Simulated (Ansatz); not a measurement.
# C2H2BrSi+ (SMILES [C+]#[Si]CBr): single points off equilibrium

Aim: energy, forces and dipole at a structure displaced at random from a GFN2-xTB minimum, from several density functionals.

Method: single points in def2-TZVPP; program: Ansatz 0.2.0, Gaussian basis.

Filled d shells of the heavier atoms are correlated. B3LYP uses VWN-RPA correlation.

1 further run of the same task is left out (it didn't finish).

## 1. The starting structure

SMILES `[C+]#[Si]CBr`, 6 atoms, charge 1, spin multiplicity 1.

Atoms are counted from 1 here; the program's logs count them from 0.

Bond lengths: C1–Si2 1.736 Å, Si2–C3 1.910 Å, C3–Br4 2.035 Å, C3–H5 1.146 Å, C3–H6 1.052 Å. Angles: C1–Si2–C3 177.4°, Si2–C3–Br4 106.4°, Si2–C3–H5 110.2°, Si2–C3–H6 115.5°, Br4–C3–H5 105.8°, Br4–C3–H6 108.4°, H5–C3–H6 110.0°.

As a file:

```
C     0.5121   -2.7237    1.0336
Si    0.3285   -1.0898    0.4778
C     0.0412    0.6949   -0.1384
Br   -1.7607    0.6929   -1.0847
H     0.8143    0.9668   -0.9399
H     0.0223    1.4348    0.6093
```

## 2. PBE0-D4/def2-TZVPP

run/in.yaml reads:

```yaml
crystal:
  periodic: [false, false, false]
  atoms:
    - {symbol: C, position_ang: [0.512100, -2.723700, 1.033600]}
    - {symbol: Si, position_ang: [0.328500, -1.089800, 0.477800]}
    - {symbol: C, position_ang: [0.041200, 0.694900, -0.138400]}
    - {symbol: Br, position_ang: [-1.760700, 0.692900, -1.084700]}
    - {symbol: H, position_ang: [0.814300, 0.966800, -0.939900]}
    - {symbol: H, position_ang: [0.022300, 1.434800, 0.609300]}
basis:
  gaussian: {orbitals: def2-TZVPP}
total_charge: 1
hamiltonian: {xc: pbe0, dispersion: d4}
output: {forces: true, orbitals: {seedname: orbitals}}
```

The command line of these runs was not kept.

## 3. wB97M-V/def2-TZVPP

Edit run/in.yaml of step 2 so:

```diff
@@ -12,3 +12,3 @@
 total_charge: 1
-hamiltonian: {xc: pbe0, dispersion: d4}
-output: {forces: true, orbitals: {seedname: orbitals}}
+hamiltonian: {xc: {name: wB97M-V}}
+output: {forces: true}
```

## 4. r2SCAN-D4/def2-TZVPP

Edit run/in.yaml of step 3 so:

```diff
@@ -12,3 +12,3 @@
 total_charge: 1
-hamiltonian: {xc: {name: wB97M-V}}
+hamiltonian: {xc: r2scan, dispersion: d4}
 output: {forces: true}
```

## 5. PBE-D4/def2-TZVPP

Edit run/in.yaml of step 4 so:

```diff
@@ -12,3 +12,3 @@
 total_charge: 1
-hamiltonian: {xc: r2scan, dispersion: d4}
+hamiltonian: {xc: pbe, dispersion: d4}
 output: {forces: true}
```

## 6. B3LYP-D4/def2-TZVPP

Edit run/in.yaml of step 5 so:

```diff
@@ -12,3 +12,3 @@
 total_charge: 1
-hamiltonian: {xc: pbe, dispersion: d4}
+hamiltonian: {xc: {name: B3LYP}, dispersion: d4}
 output: {forces: true}
```

## 7. LC-wPBE/def2-TZVPP

Edit run/in.yaml of step 6 so:

```diff
@@ -12,3 +12,3 @@
 total_charge: 1
-hamiltonian: {xc: {name: B3LYP}, dispersion: d4}
+hamiltonian: {xc: {name: LC-wPBE}}
 output: {forces: true}
```

(Steps that only read results are left out.)

**Question.** What will these runs give? Wanted: RMS force component; HOMO and LUMO, PBE0-D4.

**Answer**, as computed:

```
              quantity                                 value
   RMS force component  1.325 to 1.412 eV/Å over the methods
HOMO and LUMO, PBE0-D4                  -13.23 and -11.41 eV
```

No sound CCSD(T) forces are at hand. Among the functionals the RMS force differs by up to 7 %.
